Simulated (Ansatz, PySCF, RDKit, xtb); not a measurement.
# Solving GeSiSb, step by step

Only the formula GeSiSb is given (odd number of electrons). Aim: find the structure of lowest free energy at 298.15 K, then its properties.

Plan: many cheap relaxations first (GFN2-xTB), then density-functional screening, relaxation at PBE0-D3(BJ)/def2-SVP, vibrations and a final energy. The numbers are computed, not measured.

5 further runs of the same task are left out: 5 set aside as unsound or not needed.

## 1. Candidates

A program enumerates the bonding patterns with one Lewis structure each (two rings at most, one unusual centre or charged pair), with their diastereomers. O–O, O–halogen and N–halogen bonds and N–N–N chains are not drawn. That gives 4 candidates, of which 1 could not be built in three dimensions.

| label | SMILES | spin |
| --- | --- | --- |
| c518 | [Si]=[Ge]=[Sb] | doublet |
| c565 | [Ge]=[Si]=[Sb] | doublet |
| c732 | [Si]=[Sb]#[Ge] | doublet |

Candidates are built by distance geometry, with a force field where one applies, in up to four conformers (letters a to d). 2 starts with atoms placed at random are added, to find patterns that the rules miss.

## 2. Search with GFN2-xTB

All 8 starts are relaxed the same way. One of them, c741 (atoms placed at random), in full:

The input, start.xyz:

```xyz
3
c741
Ge    -0.288200    -0.247620    -0.802060
Sb     1.091360     0.779700     1.002420
Si    -1.182730    -0.148590     1.216180
```

Started as:

```console
$ xtb start.xyz --gfn 2 --opt --uhf 1
```

Log (excerpt; [...] marks lines left out):

```text
* xtb version 6.7.1
[...]
          :  # basis functions                  30          :
[...]
          :  # electrons                        13          :
[...]
          :  Hamiltonian                  GFN2-xTB          :
[...]
          :  net charge                          0          :
          :  unpaired electrons                  1          :
[...]
   *** convergence criteria satisfied after 26 iterations ***
[...]
   *** GEOMETRY OPTIMIZATION CONVERGED AFTER 10 ITERATIONS ***
[...]
   *** convergence criteria satisfied after 3 iterations ***
[...]
         ::                     SUMMARY                     ::
         :::::::::::::::::::::::::::::::::::::::::::::::::::::
         :: total energy              -5.810931962181 Eh    ::
         :: gradient norm              0.000022836813 Eh/a0 ::
         :: HOMO-LUMO gap              1.217839045148 eV    ::
         ::.................................................::
         :: SCC energy                -5.822292995365 Eh    ::
         :: -> isotropic ES           -0.005512899721 Eh    ::
         :: -> anisotropic ES         -0.000636758761 Eh    ::
         :: -> anisotropic XC         -0.005251523901 Eh    ::
         :: -> dispersion             -0.003040781552 Eh    ::
         :: repulsion energy           0.011361033184 Eh    ::
         :: add. restraining           0.000000000000 Eh    ::
         :: total charge               0.000000000000 e     ::
         :::::::::::::::::::::::::::::::::::::::::::::::::::::
[...]
         7        1.0034           -0.2694514              -7.3321 (HOMO)
         8                         -0.2246967              -6.1143 (LUMO)
[...]
     #   Z          covCN         q      C6AA      α(0)
     1  32 Ge       1.859     0.018   257.466    33.522
     2  51 Sb       1.869    -0.180   434.530    40.818
     3  14 Si       1.868     0.162   195.681    29.728
[...]
     #   Z sym  total        # sym  WBO       # sym  WBO       # sym  WBO
 ---------------------------------------------------------------------------
     1  32 Ge   2.727 --     2 Sb   1.494     3 Si   1.234
     2  51 Sb   3.237 --     3 Si   1.743     1 Ge   1.494
     3  14 Si   2.977 --     2 Sb   1.743     1 Ge   1.234
 ---------------------------------------------------------------------------
[...]
molecular dipole:
                 x           y           z       tot (Debye)
 q only:       -0.745      -0.320       0.003
   full:       -0.615      -0.318      -0.224       1.849
molecular quadrupole (traceless):
[...]
          | TOTAL ENERGY               -5.810931962181 Eh   |
          | GRADIENT NORM               0.000022836813 Eh/α |
          | HOMO-LUMO GAP               1.217839045148 eV   |
           -------------------------------------------------
[...]
```

It took 0.054 s on 1 thread of Intel Xeon 6975P-C (Granite Rapids), shared host.

## 3. Distinct minima at GFN2-xTB

6 of the 8 relaxations converged; 2 ended on a minimum already found. 4 distinct structures remain:

| label | start | SMILES after | spin | energy (kcal/mol) | note |
| --- | --- | --- | --- | --- | --- |
| c518b | drawn | [Si]1[Ge][Sb]1 | doublet | 0.0 | bonds changed |
| c741 | random and drawn | [Si]1[Ge][Sb]1 | doublet | 0.3 |  |
| c565a | drawn | [Ge]=[Si]=[Sb] | doublet | 11.9 |  |
| c732b | drawn | [Si]=[Sb]#[Ge] | doublet | 18.8 |  |

GFN2-xTB has no spin polarisation, so it can't rank spin states and is rough for open shells.

## 4. Screening with a density functional

A choice of the minima (the low ones first, few conformers of a pattern, up to a cap) and the lowest that fell apart get a single point at r2SCAN-D4/def2-SVP on the tight-binding geometry, and one at HF/STO-3G for comparison. The first, c518b:

The input, input.yaml:

```yaml
crystal:
  periodic: [false, false, false]
  atoms:
    - {symbol: Ge, position_ang: [-0.199326, -0.540834, 2.046838]}
    - {symbol: Sb, position_ang: [0.120667, -0.165699, -0.391833]}
    - {symbol: Si, position_ang: [-0.369355, 1.748818, 1.505664]}
basis:
  gaussian:
    orbitals: def2-SVP
magnetization:
  spin_polarized: true
  initial_magnetization: 1
output: {orbitals: {seedname: orbitals}}
hamiltonian:
  xc: {name: r2SCAN}
  dispersion: d4
scf:
  lower_state_search: off
```

Started as:

```console
$ ansatz run input.yaml --threads 1 --pin off --max-ram 2610MiB --events-out events.jsonl --progress --plain --runs-dir runs
```

Log (excerpt; [...] marks lines left out):

```text
Warning: RAYON_NUM_THREADS=1 ignored (pool sized by the plan → 1); use --threads N
Functional definition: r2SCAN
  name "r2SCAN"
[...]
863 factors; their error is unknown
[...]
mean field -70924.58015819 eV, -2606.4302464065 hartree, gradient 2.7e-6 eV, S^2 0.760929; 0 other end points of the search recorded, 0 dependent functions left out
reference -70924.58016765 eV, -2606.4302467540 hartree; 35, 34 occupied and 41, 42 virtual orbitals, 863 factors
Total energy: -70924.60600780 eV, -2606.4311963619 hartree
Checks for a lower state left out: stability, starts, cluster_reference, orbital_swaps, neighbouring_geometries, increment
```

It took 3.3 s on 1 thread of Intel Xeon 6975P-C (Granite Rapids), shared host.

Relative energies in kcal/mol, each column from its lowest structure that stays in one piece:

| label | SMILES | spin | GFN2-xTB | HF/STO-3G | r2SCAN-D4/def2-SVP |
| --- | --- | --- | --- | --- | --- |
| c741 | [Si]1[Ge][Sb]1 | doublet | 0.3 | 0.0 | 0.0 |
| c518b | [Si]1[Ge][Sb]1 | doublet | 0.0 | 2.6 | 4.1 |
| c565a | [Ge]=[Si]=[Sb] | doublet | 11.9 | 16.4 | 21.4 |
| c732b | [Si]=[Sb]#[Ge] | doublet | 18.8 | 16.3 | 29.1 |

## 5. Relaxing the best candidates

3 candidates are relaxed at PBE0-D3(BJ)/def2-SVP (chosen among the lowest in one piece). The first, c741:

The input, input.yaml:

```yaml
crystal:
  periodic: [false, false, false]
  atoms:
    - {symbol: Ge, position_ang: [-0.296211, -0.277100, -0.910519]}
    - {symbol: Sb, position_ang: [1.099756, 0.795113, 1.051572]}
    - {symbol: Si, position_ang: [-1.183115, -0.134523, 1.275487]}
basis:
  gaussian:
    orbitals: def2-SVP
magnetization:
  spin_polarized: true
  initial_magnetization: 1
hamiltonian:
  xc: pbe0
  dispersion: d3bj
relax:
  f_tol: 0.003
```

Started as:

```console
$ ansatz run input.yaml --threads 1 --pin off --max-ram 2610MiB --events-out events.jsonl --progress --plain --runs-dir runs
```

Log (excerpt; [...] marks lines left out):

```text
Warning: RAYON_NUM_THREADS=1 ignored (pool sized by the plan → 1); use --threads N
[...]
Functional definition: PBE0
  name "PBE0"
[...]
874 factors; integrals over basis functions are off by at most 3.3e-4 eV
[...]
mean field -70912.84420932 eV, -2605.9989582404 hartree, gradient 1.1e-5 eV, S^2 0.760552; 6 other end points of the search recorded, 0 dependent functions left out
[...]
reference -70912.84422909 eV, -2605.9989589667 hartree; 35, 34 occupied and 41, 42 virtual orbitals, 874 factors
relax step   1: F+E_penalty+E_count = -70912.97632141 eV  Δ(F+E_penalty+E_count) = +0.000e0 eV  max|allowed force component| = 6.405e-1 eV/Å  Δτ_max = 0.0000 Å  (88 SCF iters, accepted)
[...]
relax step   3: F+E_penalty+E_count = -70913.01166295 eV  Δ(F+E_penalty+E_count) = -7.282e-3 eV  max|allowed force component| = 4.785e-2 eV/Å  Δτ_max = 0.0200 Å  (50 SCF iters, accepted)
[...]
relax step   4: F+E_penalty+E_count = -70913.01179112 eV  Δ(F+E_penalty+E_count) = -1.282e-4 eV  max|allowed force component| = 1.892e-3 eV/Å  Δτ_max = 0.0031 Å  (44 SCF iters, accepted)
874 factors; integrals over basis functions are off by at most 3.0e-4 eV
[...]
mean field -70912.87966462 eV, -2606.0002611986 hartree, gradient 6.1e-6 eV, S^2 0.760556; 7 other end points of the search recorded, 0 dependent functions left out
[...]
reference -70912.87968445 eV, -2606.0002619272 hartree; 35, 34 occupied and 41, 42 virtual orbitals, 874 factors
Total energy: -70913.01181094 eV, -2606.0051174864 hartree
Atom 0 at    -0.304192    -0.290939    -0.953859 Å, force    -0.000012     0.000449     0.001892 eV/Å
Atom 1 at     1.078478     0.792386     1.078401 Å, force    -0.000184    -0.000245    -0.000691 eV/Å
Atom 2 at    -1.153856    -0.117957     1.291999 Å, force     0.000196    -0.000204    -0.001201 eV/Å
Dipole moment:     0.060053     0.023179    -0.011207 e Å
```

Run time: 21 s. Hardware: 1 thread of Intel Xeon 6975P-C (Granite Rapids), shared host.

Energy change by step (eV): 0.0000, -0.0281, -0.0353, -0.0355.

After the run. Bond lengths: Ge1–Sb2 2.686 Å, Ge1–Si3 2.407 Å, Sb2–Si3 2.420 Å. Angles: Ge1–Sb2–Si3 56.0°, Sb2–Ge1–Si3 56.4°, Ge1–Si3–Sb2 67.6°.

## 6. Ranking at PBE0-D3(BJ)/def2-SVP

| label | spin | r2SCAN-D4/def2-SVP (kcal/mol) | PBE0-D3(BJ)/def2-SVP, relaxed (kcal/mol) | time | note |
| --- | --- | --- | --- | --- | --- |
| c741 | doublet | 0.0 | 0.0 | 21 s |  |
| c518b | doublet | 4.1 | 0.0 | 38 s | same minimum as c741 |
| c565a | doublet | 21.4 | 25.1 | 2.9 min |  |

c741: Bond lengths: Ge1–Sb2 2.686 Å, Ge1–Si3 2.407 Å, Sb2–Si3 2.420 Å. Angles: Ge1–Sb2–Si3 56.0°, Sb2–Ge1–Si3 56.4°, Ge1–Si3–Sb2 67.6°.

c518b: Bond lengths: Ge1–Sb2 2.686 Å, Ge1–Si3 2.407 Å, Sb2–Si3 2.420 Å. Angles: Ge1–Sb2–Si3 56.0°, Sb2–Ge1–Si3 56.4°, Ge1–Si3–Sb2 67.6°.

c565a: Bond lengths: Ge1–Si3 2.290 Å, Sb2–Si3 2.337 Å. Angles: Ge1–Si3–Sb2 179.3°.

## 7. Harmonic analysis of the finalists

The lowest few in one piece go on as finalists. Harmonic vibrations at PBE0-D3(BJ)/def2-SVP test each finalist and give the zero-point energy and the thermal terms. The first, c741:

The input, input.yaml:

```yaml
crystal:
  periodic: [false, false, false]
  atoms:
    - {symbol: Ge, position_ang: [-0.304192, -0.290939, -0.953859]}
    - {symbol: Sb, position_ang: [1.078478, 0.792386, 1.078401]}
    - {symbol: Si, position_ang: [-1.153856, -0.117957, 1.291999]}
basis:
  gaussian:
    orbitals: def2-SVP
total_charge: 0
magnetization:
  spin_polarized: true
  initial_magnetization: 1
hamiltonian:
  xc: {name: PBE0}
  dispersion: d3bj
scf:
  lower_state_search: off
phonons: {}
```

Started as:

```console
$ ansatz run input.yaml --threads 1 --pin off --max-ram 2610MiB --events-out events.jsonl --progress --plain --runs-dir runs
```

Log (excerpt; [...] marks lines left out):

```text
Warning: RAYON_NUM_THREADS=1 ignored (pool sized by the plan → 1); use --threads N
[... 2 set-up lines as earlier in the session ...]
[...]
874 factors; integrals over basis functions are off by at most 3.0e-4 eV
[...]
mean field -70912.87966014 eV, -2606.0002610341 hartree, gradient 5.8e-6 eV, S^2 0.760556; 0 other end points of the search recorded, 0 dependent functions left out
[...]
reference -70912.87967999 eV, -2606.0002617636 hartree; 35, 34 occupied and 41, 42 virtual orbitals, 874 factors
[...]
874 factors; integrals over basis functions are off by at most 3.0e-4 eV
[...]
mean field -70912.87965234 eV, -2606.0002607473 hartree, gradient 1.5e-6 eV, S^2 0.760557; 0 other end points of the search recorded, 0 dependent functions left out
[...]
reference -70912.87967219 eV, -2606.0002614768 hartree; 35, 34 occupied and 41, 42 virtual orbitals, 874 factors
[...]
reference -70912.87967299 eV, -2606.0002615060 hartree; 35, 34 occupied and 41, 42 virtual orbitals, 874 factors
[...]
874 factors; integrals over basis functions are off by at most 3.0e-4 eV
mean field -70912.87964959 eV, -2606.0002606464 hartree, gradient 1.0e-6 eV, S^2 0.760573; 0 other end points of the search recorded, 0 dependent functions left out
[...]
reference -70912.87966945 eV, -2606.0002613759 hartree; 35, 34 occupied and 41, 42 virtual orbitals, 874 factors
Total energy: -70913.01180649 eV, -2606.0051173227 hartree
Atom 0 at    -0.304192    -0.290939    -0.953859 Å, force    -0.000002     0.000453     0.001890 eV/Å
Atom 1 at     1.078478     0.792386     1.078401 Å, force    -0.000166    -0.000240    -0.000702 eV/Å
Atom 2 at    -1.153856    -0.117957     1.291999 Å, force     0.000167    -0.000213    -0.001188 eV/Å
Dipole moment:     0.060052     0.023179    -0.011207 e Å
Vibrations: 158.38 288.69 404.75 cm⁻¹, zero-point energy 0.052806 eV
Checks for a lower state left out: stability, starts, cluster_reference, orbital_swaps, neighbouring_geometries, increment
```

Wall time 28 s (1 thread of Intel Xeon 6975P-C (Granite Rapids), shared host).

## 8. Thermal terms of the finalists

At 298.15 K and 1 atm, ideal gas, rigid rotor and harmonic oscillator:

| label | SMILES | spin | point group | lowest mode (cm⁻¹) | zero-point (kcal/mol) | G − E (kcal/mol) |
| --- | --- | --- | --- | --- | --- | --- |
| c741 | [Si]1[Ge][Sb]1 | doublet | Cs | 158 | 1.2 | -18.3 |
| c565a | [Ge]=[Si]=[Sb] | doublet | C∞v | 3i | 1.0 | -17.3 |

c565a keeps an imaginary mode, a small one that points to a nearly free motion; the harmonic terms are rough for it.

## 9. Energies at the top level

Each finalist gets a single point at CCSD(T)/def2-SVP.

c741, CCSD(T)/def2-SVP:

The input, input.yaml:

```yaml
crystal:
  periodic: [false, false, false]
  atoms:
    - {symbol: Ge, position_ang: [-0.304192, -0.290939, -0.953859]}
    - {symbol: Sb, position_ang: [1.078478, 0.792386, 1.078401]}
    - {symbol: Si, position_ang: [-1.153856, -0.117957, 1.291999]}
basis:
  gaussian: {orbitals: def2-SVP}
scf: {omitted_lower_state_checks: [cluster_reference]}
correlation: {method: ccsd_t, frozen_orbitals: {Ge: 9, Si: 5, Sb: 4}}
magnetization: {spin_polarized: true, initial_magnetization: 1}
```

Started as:

```console
$ ansatz run input.yaml --threads 1 --pin off --max-ram 2610MiB --events-out events.jsonl --progress --plain --runs-dir runs
```

Log (excerpt; [...] marks lines left out):

```text
Warning: RAYON_NUM_THREADS=1 ignored (pool sized by the plan → 1); use --threads N
Functional definition: HF
  name "HF"
[...]
816 factors; integrals over basis functions are off by at most 5.8e-4 eV
[...]
mean field -70835.96026887 eV, -2603.1735255426 hartree, gradient 2.3e-6 eV, S^2 0.973530; 14 other end points of the search recorded, 0 dependent functions left out
18 core orbitals not correlated: weight in the atoms' cores, before any rotation towards them, 1.000 or more for the frozen orbitals, at most 0.000 for the correlated occupied ones
reference -70835.96026887 eV, -2603.1735255426 hartree; 17, 16 occupied and 41, 42 virtual orbitals, 816 factors
second order -10.57149977 eV of doubles, -0.00000000 eV of singles
cycle   1  -10.43044302 eV  change    1.4e-1 eV  update   1.3e-1
[...]
cycle  17  -11.05526064 eV  change   -6.7e-6 eV  update   1.9e-5
perturbative correction -0.61072220 eV, -0.0224436271 hartree
Total energy: -70847.62625171 eV, -2603.6022425047 hartree
Checks for a lower state left out: cluster_reference
```

It took 18 s on 1 thread of Intel Xeon 6975P-C (Granite Rapids), shared host.

## 10. c741 at MP2/def2-TZVPP

The input, input.yaml:

```yaml
basis:
  gaussian:
    orbitals: def2-TZVPP
crystal:
  periodic: [false, false, false]
  atoms:
    - {symbol: Ge, position_ang: [-0.304192, -0.290939, -0.953859]}
    - {symbol: Sb, position_ang: [1.078478, 0.792386, 1.078401]}
    - {symbol: Si, position_ang: [-1.153856, -0.117957, 1.291999]}
magnetization:
  spin_polarized: true
  initial_magnetization: 1
correlation:
  method: mp2
  frozen_orbitals: {Ge: 9, Si: 5, Sb: 4}
```

Started as:

```console
$ ansatz run input.yaml --threads 1 --pin off --max-ram 2610MiB --events-out events.jsonl --progress --plain --runs-dir runs
```

Log (excerpt; [...] marks lines left out):

```text
Warning: RAYON_NUM_THREADS=1 ignored (pool sized by the plan → 1); use --threads N
[... 2 set-up lines as earlier in the session ...]
[...]
1041 factors; integrals over basis functions are off by at most 6.8e-4 eV
[...]
mean field -70846.08980060 eV, -2603.5457789675 hartree, gradient 3.2e-6 eV, S^2 1.001191; 14 other end points of the search recorded, 0 dependent functions left out
18 core orbitals not correlated: weight in the atoms' cores, before any rotation towards them, 1.000 or more for the frozen orbitals, at most 0.000 for the correlated occupied ones
reference -70846.08980060 eV, -2603.5457789675 hartree; 17, 16 occupied and 105, 106 virtual orbitals, 1041 factors
second order -17.77593408 eV of doubles, -0.00000000 eV of singles
Total energy: -70863.86573467 eV, -2604.1990324958 hartree
```

Wall time 40 s (1 thread of Intel Xeon 6975P-C (Granite Rapids), shared host).

## 11. c565a at CCSD(T)/def2-SVP

The input, input.yaml:

```yaml
crystal:
  periodic: [false, false, false]
  atoms:
    - symbol: Ge
      position_ang: [0.000000, 0.000000, -2.305310]
    - symbol: Sb
      position_ang: [0.000000, 0.000000, 2.321002]
    - symbol: Si
      position_ang: [0.000000, 0.000000, -0.015692]
basis:
  gaussian: {orbitals: def2-SVP}
magnetization: {spin_polarized: true, initial_magnetization: 1}
correlation: {method: ccsd_t, frozen_orbitals: {Ge: 9, Si: 5, Sb: 4}}
scf: {omitted_lower_state_checks: [cluster_reference]}
```

Started as:

```console
$ ansatz run input.yaml --threads 1 --pin off --max-ram 2610MiB --events-out events.jsonl --progress --plain --runs-dir runs
```

Log (excerpt; [...] marks lines left out):

```text
Warning: RAYON_NUM_THREADS=1 ignored (pool sized by the plan → 1); use --threads N
[... 2 set-up lines as earlier in the session ...]
[...]
815 factors; integrals over basis functions are off by at most 6.7e-4 eV
[...]
mean field -70835.68299252 eV, -2603.1633358247 hartree, gradient 1.6e-6 eV, S^2 1.926311; 15 other end points of the search recorded, 0 dependent functions left out
18 core orbitals not correlated: weight in the atoms' cores, before any rotation towards them, 1.000 or more for the frozen orbitals, at most 0.000 for the correlated occupied ones
reference -70835.68299252 eV, -2603.1633358247 hartree; 17, 16 occupied and 41, 42 virtual orbitals, 815 factors
second order -9.33402026 eV of doubles, -0.00000000 eV of singles
cycle   1  -9.54530763 eV  change   -2.1e-1 eV  update   1.3e-1
[...]
cycle  16  -10.36694382 eV  change    1.6e-5 eV  update   1.9e-5
perturbative correction -0.55699059 eV, -0.0204690266 hartree
Total energy: -70846.60692692 eV, -2603.5647830095 hartree
Checks for a lower state left out: cluster_reference
```

Run time: 22 s. Hardware: 1 thread of Intel Xeon 6975P-C (Granite Rapids), shared host.

The reference is strongly spin-contaminated for c565a (⟨S²⟩ 1.93), so the correlated energies there are unreliable.

## 12. The ranking

Energies in kcal/mol from c741; G adds the thermal terms to the CCSD(T)/def2-SVP energy. The columns left of the relaxed level are at the tight-binding geometries.

| label | SMILES | spin | GFN2-xTB | HF/STO-3G | r2SCAN-D4/def2-SVP | PBE0-D3(BJ)/def2-SVP | HF/def2-SVP | MP2/def2-SVP | CCSD(T)/def2-SVP | G | share at equilibrium | T1 |
| --- | --- | --- | --- | --- | --- | --- | --- | --- | --- | --- | --- | --- |
| c741 | [Si]1[Ge][Sb]1 | doublet | 0.0 | 0.0 | 0.0 | 0.0 | 0.0 | 0.0 | 0.0 | 0.0 | 100.0 % | 0.035 |
| c565a | [Ge]=[Si]=[Sb] | doublet | 11.7 | 16.4 | 21.4 | 25.1 | 6.4 | 34.9 | 23.5 | 24.6 | < 0.1 % | 0.050 |

Lowest found: c741, `[Si]1[Ge][Sb]1`, a doublet of point group Cs. Bond lengths: Ge1–Sb2 2.686 Å, Ge1–Si3 2.407 Å, Sb2–Si3 2.420 Å. Angles: Ge1–Sb2–Si3 56.0°, Sb2–Ge1–Si3 56.4°, Ge1–Si3–Sb2 67.6°.

```xyz
3

Ge   -0.3042   -0.2909   -0.9539
Sb    1.0785    0.7924    1.0784
Si   -1.1539   -0.1180    1.2920
```

## 13. Density, orbitals and dipole (PBE0/def2-TZVPD)

The input, input.yaml:

```yaml
crystal:
  periodic: [false, false, false]
  atoms:
    - {symbol: Ge, position_ang: [-0.304192, -0.290939, -0.953859]}
    - {symbol: Sb, position_ang: [1.078478, 0.792386, 1.078401]}
    - {symbol: Si, position_ang: [-1.153856, -0.117957, 1.291999]}
basis:
  gaussian: {orbitals: def2-TZVPD}
output: {forces: true, orbitals: {seedname: orbitals}}
magnetization: {spin_polarized: true, initial_magnetization: 1}
hamiltonian: {xc: pbe0}
```

Started as:

```console
$ ansatz run input.yaml --threads 1 --pin off --max-ram 2610MiB --events-out events.jsonl --progress --plain --runs-dir runs
```

Log (excerpt; [...] marks lines left out):

```text
Warning: RAYON_NUM_THREADS=1 ignored (pool sized by the plan → 1); use --threads N
[... 2 set-up lines as earlier in the session ...]
[...]
1205 factors; their error is unknown
[...]
mean field -70922.89811337 eV, -2606.3684323995 hartree, gradient 1.4e-5 eV, S^2 0.762539; 6 other end points of the search recorded, 0 dependent functions left out
[...]
reference -70922.89813814 eV, -2606.3684333096 hartree; 35, 34 occupied and 118, 119 virtual orbitals, 1205 factors
Total energy: -70922.89813814 eV, -2606.3684333096 hartree
Atom 0 at    -0.304192    -0.290939    -0.953859 Å, force     0.032892     0.041502     0.113891 eV/Å
Atom 1 at     1.078478     0.792386     1.078401 Å, force    -0.179722    -0.091635    -0.059245 eV/Å
Atom 2 at    -1.153856    -0.117957     1.291999 Å, force     0.146829     0.050134    -0.054646 eV/Å
Dipole moment:     0.037357     0.010610    -0.022843 e Å
```

It took 16 s on 1 thread of Intel Xeon 6975P-C (Granite Rapids), shared host.

[end of part 1 of 2]
